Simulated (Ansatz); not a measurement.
# GeC+ (doublet): the correlation ladder at distance Ge1–C2 = 3.610 Å, cc-pVDZ

How much of the correlation energy of GeC+ (doublet) does each wave-function method recover here?

The runs use Ansatz 0.2.0, Gaussian basis; cc-pVDZ, core rule «outside noble gas», up to 15 orbitals frozen.

The runs, in order: UHF; CCSD(T) on ROHF; CCSD(T) on UHF; BCCD(T) on ROHF; CISD as a restricted active space (open shells left free, so some higher excitations enter); CCSDT(Q) on ROHF; CCSDT(Q) on UHF; CASSCF and MRCISD+Q, 3 electrons in 3 orbitals; CASSCF and NEVPT2, 3 electrons in 3 orbitals; CASSCF and MRCISD+Q, 7 electrons in 8 orbitals; CASSCF and NEVPT4(SD), 7 electrons in 8 orbitals; CASSCF and NEVPT2, 7 electrons in 8 orbitals; Full CI.

20 further runs of the same task are left out: 5 for a known fault of the program, 13 that didn't finish, 2 set aside as unsound or not needed. Runs told in other sessions of the task aren't counted.

## (1) The system

The geometry derives from a PBE0/def2-TZVP stationary point (not a proven minimum). One bond is set to the value named and the two fragments are kept rigid. No spin-orbit coupling is included. The filled d shell of Ge may be among the frozen orbitals whatever the setting's name suggests.

2 atoms, charge 1, spin multiplicity 2.

Atoms are counted from 1 here; the program's logs count them from 0.

No contacts short enough for the rule that draws bonds.

## (2) UHF

The input, in.yaml:

```yaml
crystal:
  periodic: [false, false, false]
  atoms:
    - {symbol: Ge, position_ang: [0.000000, 0.000000, 0.000000]}
    - {symbol: C, position_ang: [0.000000, 0.000000, 3.610000]}
basis:
  gaussian: {orbitals: cc-pVDZ}
total_charge: 1
magnetization: {spin_polarized: true, initial_magnetization: 1}
hamiltonian: {xc: hf}
output: {orbitals: {seedname: orbitals}}
```

The run is started by

```
> ansatz run in.yaml --threads 1 --pin off --events-out ev --progress --plain --max-ram 2393MiB
```

The runs that follow: CCSD(T) on ROHF; CCSD(T) on UHF; BCCD(T) on ROHF; CISD as a restricted active space (open shells left free, so some higher excitations enter); CCSDT(Q) on ROHF; CCSDT(Q) on UHF; CASSCF and MRCISD+Q, 3 electrons in 3 orbitals; CASSCF and NEVPT2, 3 electrons in 3 orbitals; CASSCF and MRCISD+Q, 7 electrons in 8 orbitals; CASSCF and NEVPT4(SD), 7 electrons in 8 orbitals; CASSCF and NEVPT2, 7 electrons in 8 orbitals; Full CI.

Before running them: what should the planned runs give, taken together? Wanted: FCI from the RHF energy; RMP2 from FCI; RCCSD from FCI; RCCSD(T) from FCI; RCCSDT(Q) from FCI; NEVPT2 pair from FCI; MRCISD+Q pair from FCI; T1 diagnostic; effectively unpaired electrons.

**Answer**, as computed:

| quantity | value |
| --- | --- |
| FCI from the ROHF energy | -5.5020 eV |
| RMP2 from FCI | +226.2 kJ/mol |
| RCCSD from FCI | +23.2 kJ/mol |
| RCCSD(T) from FCI | +4.2 kJ/mol |
| RCCSDT(Q) from FCI | -0.5 kJ/mol |
| NEVPT2 pair from FCI | +99.0 kJ/mol |
| MRCISD+Q pair from FCI | -7.0 kJ/mol |
| levels within 1 kcal/mol (43 meV) | RCCSDT, RCCSDT(Q) |
| T1 diagnostic | 0.248 |
| effectively unpaired electrons | 2.59 |

**Reading.** RCCSD(T) lands +4.2 kJ/mol from the yardstick (0.8 % of the correlation energy). RCCSDT(Q), MRCISD+Q pair fall below full CI, which methods that aren't variational can do. With 2.6 effectively unpaired electrons against 1 the state is strongly multireference. Coupled cluster on one determinant still stays close here. Of the multireference levels listed MRCISD+Q pair comes nearest in total energy (-7.0 kJ/mol), which doesn't show that its space is the better one. Coupled cluster took another determinant than the lowest Hartree-Fock one. These misses are within one basis, not against nature.

With open shells the CI space here admits some higher excitations, so it is larger than plain CISD.
